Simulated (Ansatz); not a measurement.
# H2Hf: the cost of one run

The runs use Ansatz 0.2.0, Gaussian basis; def2-QZVPP, core rule «outside noble gas», up to 4 orbitals frozen.

The runs, in order: UHF; ROHF; CCSD(T) on UHF.

4 further runs of the same task are left out: 2 that didn't finish, 2 set aside as unsound or not needed. Runs told in other sessions of the task aren't counted.

## Step 1: What is computed

The geometry is a PBE0/def2-TZVP stationary point (not a proven minimum). No spin-orbit coupling is included. Elements past krypton take def2 core potentials.

3 atoms, charge 0, spin multiplicity 5.

Atoms are counted from 1 here; the program's logs count them from 0.

Bond lengths: Hf1–H2 1.961 Å, Hf1–H3 1.961 Å. Angles: H2–Hf1–H3 180.0°.

## Step 2: UHF

File in.yaml:

```yaml
crystal:
  periodic: [false, false, false]
  atoms:
    - {symbol: Hf, position_ang: [0.000000, 0.000000, 0.000000]}
    - {symbol: H, position_ang: [0.000000, 0.000000, -1.961100]}
    - {symbol: H, position_ang: [0.000000, 0.000000, 1.961100]}
basis:
  gaussian: {orbitals: "def2-QZVPP.json"}
magnetization: {spin_polarized: true, initial_magnetization: 4}
hamiltonian: {xc: hf}
output: {orbitals: {seedname: orbitals}}
```

Command:

```console
ansatz run in.yaml --threads 1 --pin off --events-out ev --progress --plain --max-ram 4096MiB --backend cpu
```

What time and memory should one allow on 1 thread of AMD EPYC 7R13, shared host?

About 9.5 s, with a peak of 0.26 GiB.
